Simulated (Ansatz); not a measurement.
# TiVO5: the cost of one run

Program: Ansatz 0.2.0. Level of theory: DFT, r2SCAN, no spin polarisation, plane waves, PAW. These are calculated values, not measurements.

**1. The structure**

It takes space group P4/n (No. 85, tetragonal). Conventional cell: a = 6.555 Å, b = 6.555 Å, c = 4.231 Å, α = 90.00°, β = 90.00°, γ = 90.00°. Around O (site symmetry 4) lie 1 V at 1.66 Å. Around O (site symmetry 1) lie 1 Ti at 1.75 Å and 1 V at 1.96 Å. Around Ti (site symmetry -4) lie 4 O at 1.75 Å. Around V (site symmetry 4) lie 5 O at 1.66 to 1.96 Å.

Structure file:

```
O Ti V
1.0
     6.55543    0.00000    0.00000
     0.00000    6.55543    0.00000
     0.00000    0.00000    4.23080
O Ti V
10 2 2
Direct
  0.25000 0.25000 0.23270
  0.75000 0.75000 0.76730
  0.70340 0.46230 0.25970
  0.03770 0.70340 0.25970
  0.79660 0.03770 0.25970
  0.46230 0.79660 0.25970
  0.29660 0.53770 0.74030
  0.96230 0.29660 0.74030
  0.20340 0.96230 0.74030
  0.53770 0.20340 0.74030
  0.25000 0.75000 0.50000
  0.75000 0.25000 0.50000
  0.25000 0.25000 0.83950
  0.75000 0.75000 0.16050
```

Its first density is an earlier solution for the same cell, read from a checkpoint.

**2. The run**

Contents of input.yaml:

```yaml
crystal:
  lattice:
    - [6.55543074, 0.0, 0.0]
    - [0.0, 6.55543074, 0.0]
    - [0.0, 0.0, 4.23080176]
  atoms:
    - { symbol: O, position: [0.25, 0.25, 0.2327] }
    - { symbol: O, position: [0.75, 0.75, 0.7673] }
    - { symbol: O, position: [0.7034, 0.4623, 0.2597] }
    - { symbol: O, position: [0.0377, 0.7034, 0.2597] }
    - { symbol: O, position: [0.7966, 0.0377, 0.2597] }
    - { symbol: O, position: [0.4623, 0.7966, 0.2597] }
    - { symbol: O, position: [0.2966, 0.5377, 0.7403] }
    - { symbol: O, position: [0.9623, 0.2966, 0.7403] }
    - { symbol: O, position: [0.2034, 0.9623, 0.7403] }
    - { symbol: O, position: [0.5377, 0.2034, 0.7403] }
    - { symbol: Ti, position: [0.25, 0.75, 0.5] }
    - { symbol: Ti, position: [0.75, 0.25, 0.5] }
    - { symbol: V, position: [0.25, 0.25, 0.8395] }
    - { symbol: V, position: [0.75, 0.75, 0.1605] }
  symmetry: { tolerance: 0.0003 }
kpoints:
  mp_grid: { grid: [5, 5, 8], shift: [0, 0, 0] }
  band_path:
    path:
      - [0.0, 0.0, 0.0]
      - [0.0, 0.5, 0.0]
      - [0.5, 0.5, 0.0]
      - [0.0, 0.0, 0.0]
      - [0.0, 0.0, 0.5]
      - [0.0, 0.5, 0.5]
      - [0.5, 0.5, 0.5]
      - [0.0, 0.0, 0.5]
      - [0.0, 0.5, 0.0]
      - [0.0, 0.5, 0.5]
      - [0.5, 0.5, 0.0]
    npoints: 7
magnetization:
  spin_polarized: false
scf:
  occupations: { method: gaussian, width: 0.0692 }
  lower_state_search: "off"
  max_iter: 200
hamiltonian:
  pseudopotentials: { kind: paw }
  xc: r2scan
basis:
  ecutwfc: 500
  fft_grid_basis: typed
output:
  forces: true
  stress: true
  eigenvalues: true
  bader: true
  populations: true
  elf: true
  write_potential: true
  volumetric_format: npy
  dos:
    e_range: [-12, 8]
    de: 0.05
    projected: { site_lists: { O: [O], Ti: [Ti], V: [V] } }
checkpoint:
  read: saved_state
```

Started as:

```sh
ansatz run input.yaml --threads 1 --pin off --max-ram 2560MiB --backend cpu --events-out ev --progress --plain --runs-dir out
```

**Question.** How long does this run take on 1 thread of Arm Neoverse V2, shared host, and how much memory does it need?

About 3.4 min, with a peak of 1.2 GiB.
